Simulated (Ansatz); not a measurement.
# CH5ClO3Si: two geometries relaxed

Aim: relax the geometries before and after the rotation by 120° about the C2–O3 bond, and see whether they are two minima and how far apart in energy. SMILES of the start: OC(O)(Cl)O[SiH3].

Method: RKS r2SCAN-D4/def2-SVP, in Ansatz 0.2.0.

### Step 1. The structure to begin with

Bond lengths: O1–C2 1.456 Å, C2–O3 1.425 Å, C2–Cl4 1.843 Å, C2–O5 1.391 Å, O5–Si6 1.661 Å, O1–H7 0.946 Å, O3–H8 0.937 Å, Si6–H9 1.505 Å, Si6–H10 1.459 Å, Si6–H11 1.494 Å. Angles (14 of 15 angles, heavy atoms first): O1–C2–O3 106.3°, O1–C2–Cl4 102.7°, O1–C2–O5 110.7°, O3–C2–Cl4 110.8°, O3–C2–O5 115.0°, Cl4–C2–O5 110.6°, C2–O5–Si6 121.7°, C2–O1–H7 101.8°, C2–O3–H8 97.6°, O5–Si6–H9 108.5°, O5–Si6–H10 109.4°, O5–Si6–H11 108.5°, H9–Si6–H10 110.1°, H9–Si6–H11 108.4°.

As a file:

```xyz
11

O     0.8596   -1.6237    1.2352
C     0.4887   -0.7236    0.1528
O    -0.4857   -1.4138   -0.6247
Cl    2.0668   -0.5447   -0.7829
O     0.0759    0.5053    0.6562
Si   -0.7716    1.5896   -0.2736
H     1.7978   -1.6825    1.1256
H    -0.8718   -1.9074    0.0717
H    -0.8670    2.8904    0.4771
H    -0.0731    1.7920   -1.5386
H    -2.1542    1.0615   -0.4782
```

### Step 2. End point A

File input.yaml:

```yaml
crystal:
  periodic: [false, false, false]
  atoms:
    - { symbol: O, position_ang: [0.8596, -1.6237, 1.2352] }
    - { symbol: C, position_ang: [0.4887, -0.7236, 0.1528] }
    - { symbol: O, position_ang: [-0.4857, -1.4138, -0.6247] }
    - { symbol: Cl, position_ang: [2.0668, -0.5447, -0.7829] }
    - { symbol: O, position_ang: [0.0759, 0.5053, 0.6562] }
    - { symbol: Si, position_ang: [-0.7716, 1.5896, -0.2736] }
    - { symbol: H, position_ang: [1.7978, -1.6825, 1.1256] }
    - { symbol: H, position_ang: [-0.8718, -1.9074, 0.0717] }
    - { symbol: H, position_ang: [-0.867, 2.8904, 0.4771] }
    - { symbol: H, position_ang: [-0.0731, 1.792, -1.5386] }
    - { symbol: H, position_ang: [-2.1542, 1.0615, -0.4782] }
basis:
  gaussian: { orbitals: def2-SVP }
hamiltonian:
  xc: r2scan
  dispersion: d4
relax:
  f_tol: 0.015
  max_steps: 40
output:
  orbitals: {}
```

The run is started by

```console
$ ansatz run input.yaml --threads 2 --pin off --max-ram 3072MiB --backend cpu --events-out ev --progress --plain --runs-dir out
```

Output (excerpt; [...] marks lines left out):

```text
Warning: RAYON_NUM_THREADS=2 ignored (pool sized by the plan → 2); use --threads N
[...]
Functional definition: r2SCAN
[...]
1268 factors; their error is unknown
[...]
mean field -27643.16826591 eV, -1015.8676965596 hartree, gradient 3.7e-5 eV, S^2 0.000000; 0 other end points of the search recorded, 0 dependent functions left out
[...]
reference -27643.16827531 eV, -1015.8676969051 hartree; 33, 33 occupied and 84, 84 virtual orbitals, 1268 factors
relax step   1: F+E_penalty+E_count = -27643.23524768 eV  Δ(F+E_penalty+E_count) = +0.000e0 eV  max|allowed force component| = 2.627e0 eV/Å  Δτ_max = 0.0000 Å  (28 SCF iters, accepted)
[...]
relax step   4: F+E_penalty+E_count = -27643.71501754 eV  Δ(F+E_penalty+E_count) = -4.337e-2 eV  max|allowed force component| = 2.511e-1 eV/Å  Δτ_max = 0.1996 Å  (29 SCF iters, accepted)
[...]
relax step   7: F+E_penalty+E_count = -27643.88173112 eV  Δ(F+E_penalty+E_count) = -4.244e-2 eV  max|allowed force component| = 3.910e-1 eV/Å  Δτ_max = 0.2000 Å  (35 SCF iters, accepted)
[...]
relax step  10: F+E_penalty+E_count = -27643.91544904 eV  Δ(F+E_penalty+E_count) = -7.708e-3 eV  max|allowed force component| = 4.624e-2 eV/Å  Δτ_max = 0.0576 Å  (29 SCF iters, accepted)
[...]
relax step  13: F+E_penalty+E_count = -27643.91967730 eV  Δ(F+E_penalty+E_count) = -1.410e-4 eV  max|allowed force component| = 2.236e-2 eV/Å  Δτ_max = 0.0140 Å  (31 SCF iters, accepted)
[...]
relax step  14: F+E_penalty+E_count = -27643.91979234 eV  Δ(F+E_penalty+E_count) = -1.150e-4 eV  max|allowed force component| = 9.252e-3 eV/Å  Δτ_max = 0.0277 Å  (31 SCF iters, accepted)
1268 factors; their error is unknown
[...]
mean field -27643.85229236 eV, -1015.8928340682 hartree, gradient 1.2e-5 eV, S^2 0.000000; 1 other end points of the search recorded, 0 dependent functions left out
[...]
reference -27643.85230196 eV, -1015.8928344208 hartree; 33, 33 occupied and 84, 84 virtual orbitals, 1268 factors
Total energy: -27643.91980193 eV, -1015.8953149992 hartree
Atom 0 at     0.810790    -1.633343     1.233906 Å, force     0.002691     0.000027    -0.003500 eV/Å
Atom 1 at     0.404436    -0.799405     0.247338 Å, force     0.001101     0.007936     0.002561 eV/Å
Atom 2 at    -0.625194    -1.335037    -0.451523 Å, force     0.005296    -0.004162     0.000302 eV/Å
Atom 3 at     1.911936    -0.603317    -0.972184 Å, force     0.000805    -0.007587    -0.000436 eV/Å
Atom 4 at     0.091015     0.430292     0.691633 Å, force     0.000957    -0.001927     0.009252 eV/Å
Atom 5 at    -0.772581     1.578310    -0.227704 Å, force    -0.008421    -0.003817    -0.004773 eV/Å
Atom 6 at     1.579719    -1.230921     1.665801 Å, force    -0.003226    -0.000058    -0.003786 eV/Å
Atom 7 at    -0.337534    -2.185472    -0.817292 Å, force    -0.000815     0.000697    -0.000760 eV/Å
Atom 8 at    -0.439294     2.874553     0.414839 Å, force     0.001259     0.001149    -0.003886 eV/Å
Atom 9 at    -0.326129     1.535842    -1.643711 Å, force     0.003362     0.004661     0.003768 eV/Å
Atom 10 at    -2.231764     1.311597    -0.120503 Å, force    -0.003011     0.003081     0.001258 eV/Å
Dipole moment:    -0.130909    -0.034918     0.101774 e Å
```

Run time: 39 s. Hardware: 2 threads of Intel Xeon 6975P-C (Granite Rapids), shared host; peak memory 0.21 GiB.

Relaxation path:

```csv
step,energy from step 1 (eV),largest force component (eV/Å)
1,0.0000,2.6273
2,-0.3485,1.4422
3,-0.4364,0.5860
4,-0.4798,0.2511
5,-0.5479,0.5426
6,-0.6040,0.5576
7,-0.6465,0.3910
8,-0.6725,0.1905
9x,-0.6010,2.1601
10,-0.6802,0.0462
11,-0.6804,0.3813
12,-0.6843,0.0321
13,-0.6844,0.0224
14,-0.6845,0.0093
```

Step 1 is the start. 1 step was tried and not accepted (marked x).

After: Bond lengths: O1–C2 1.354 Å, C2–O3 1.355 Å, C2–Cl4 1.949 Å, C2–O5 1.345 Å, O5–Si6 1.706 Å, O1–H7 0.969 Å, O3–H8 0.969 Å, Si6–H9 1.485 Å, Si6–H10 1.485 Å, Si6–H11 1.487 Å. Angles (14 of 15 angles, heavy atoms first): O1–C2–O3 111.1°, O1–C2–Cl4 106.6°, O1–C2–O5 113.1°, O3–C2–Cl4 107.7°, O3–C2–O5 110.8°, Cl4–C2–O5 107.2°, C2–O5–Si6 123.7°, C2–O1–H7 107.9°, C2–O3–H8 108.4°, O5–Si6–H9 103.9°, O5–Si6–H10 110.0°, O5–Si6–H11 109.7°, H9–Si6–H10 111.7°, H9–Si6–H11 110.2°.

### Step 3. End point B

The second end starts from a geometry with the move made by hand.

Changes to input.yaml since step 2:

```diff
@@ -10,3 +10,3 @@
     - { symbol: H, position_ang: [1.7978, -1.6825, 1.1256] }
-    - { symbol: H, position_ang: [-0.8718, -1.9074, 0.0717] }
+    - { symbol: H, position_ang: [0.10643, -1.85134, -1.20403] }
     - { symbol: H, position_ang: [-0.867, 2.8904, 0.4771] }
@@ -22,3 +22 @@
   max_steps: 40
-output:
-  orbitals: {}
```

The run is started by

```console
$ ansatz run input.yaml --threads 2 --pin off --max-ram 3072MiB --backend cpu --events-out ev --progress --plain --runs-dir out
```

Output (excerpt; [...] marks lines left out):

```text
Warning: RAYON_NUM_THREADS=2 ignored (pool sized by the plan → 2); use --threads N
[...]
[... 1 set-up line as earlier in the session ...]
[...]
1268 factors; their error is unknown
[...]
mean field -27643.11266773 eV, -1015.8656533643 hartree, gradient 1.9e-5 eV, S^2 0.000000; 0 other end points of the search recorded, 0 dependent functions left out
[...]
reference -27643.11267711 eV, -1015.8656537092 hartree; 33, 33 occupied and 84, 84 virtual orbitals, 1268 factors
relax step   1: F+E_penalty+E_count = -27643.17957793 eV  Δ(F+E_penalty+E_count) = +0.000e0 eV  max|allowed force component| = 2.906e0 eV/Å  Δτ_max = 0.0000 Å  (29 SCF iters, accepted)
[...]
relax step   3: F+E_penalty+E_count = -27643.76659653 eV  Δ(F+E_penalty+E_count) = -1.464e-1 eV  max|allowed force component| = 9.994e-1 eV/Å  Δτ_max = 0.0798 Å  (30 SCF iters, accepted)
[...]
Atom 1 at     0.524653    -0.791383     0.083325 Å, force    -0.004127     0.000295     0.003701 eV/Å
Atom 2 at    -0.375621    -1.300677    -0.791703 Å, force     0.000454     0.000065    -0.000778 eV/Å
Atom 3 at     2.138552    -0.350118    -0.915186 Å, force     0.001631     0.000204    -0.001114 eV/Å
Atom 4 at     0.067864     0.350366     0.627444 Å, force     0.002531    -0.003872    -0.002044 eV/Å
Atom 5 at    -0.775468     1.546055    -0.249410 Å, force    -0.001001     0.002105    -0.000902 eV/Å
Atom 6 at     1.565274    -1.320911     1.571779 Å, force     0.000042     0.000739    -0.000422 eV/Å
Atom 7 at     0.016655    -2.078352    -1.217260 Å, force     0.000381     0.001060     0.000054 eV/Å
Atom 8 at    -0.620991     2.770077     0.576369 Å, force    -0.000321     0.001650     0.000722 eV/Å
Atom 9 at    -0.167958     1.713995    -1.594262 Å, force     0.000176    -0.001194     0.000318 eV/Å
Atom 10 at    -2.211802     1.174472    -0.353612 Å, force    -0.000423    -0.000094     0.000023 eV/Å
Dipole moment:    -0.138009    -0.055893     0.079620 e Å
```

Run time: 31 s. Hardware: 2 threads of Intel Xeon 6975P-C (Granite Rapids), shared host; peak memory 0.21 GiB.

Step by step:

```csv
step,energy from step 1 (eV),largest force component (eV/Å)
1,0.0000,2.9060
2,-0.4406,1.6828
3,-0.5870,0.9994
4,-0.6419,1.1083
5,-0.7000,0.6854
6,-0.7311,0.1804
7,-0.7374,0.0805
8,-0.7393,0.1498
9,-0.7400,0.0606
10,-0.7402,0.0221
11,-0.7402,0.0041
```

Step 1 is the start.

After: Bond lengths: O1–C2 1.354 Å, C2–O3 1.355 Å, C2–Cl4 1.948 Å, C2–O5 1.345 Å, O5–Si6 1.706 Å, O1–H7 0.969 Å, O3–H8 0.969 Å, Si6–H9 1.485 Å, Si6–H10 1.485 Å, Si6–H11 1.487 Å. Angles (14 of 15 angles, heavy atoms first): O1–C2–O3 111.1°, O1–C2–Cl4 106.6°, O1–C2–O5 113.1°, O3–C2–Cl4 107.7°, O3–C2–O5 110.8°, Cl4–C2–O5 107.2°, C2–O5–Si6 123.7°, C2–O1–H7 107.9°, C2–O3–H8 108.4°, O5–Si6–H9 103.9°, O5–Si6–H10 110.0°, O5–Si6–H11 109.8°, H9–Si6–H10 111.6°, H9–Si6–H11 110.2°.

### Step 4. Results

| quantity | value |
| --- | --- |
| end A | 12 moves, 0.685 eV lower |
| end B | 10 moves, 0.740 eV lower |
| largest difference between the ends | 0.00 Å |
| end B relative to end A | -0.000 eV |

**Reading.** The two relaxations end at one structure, within 0.00 Å: no second minimum was found from this start, which doesn't rule one out.
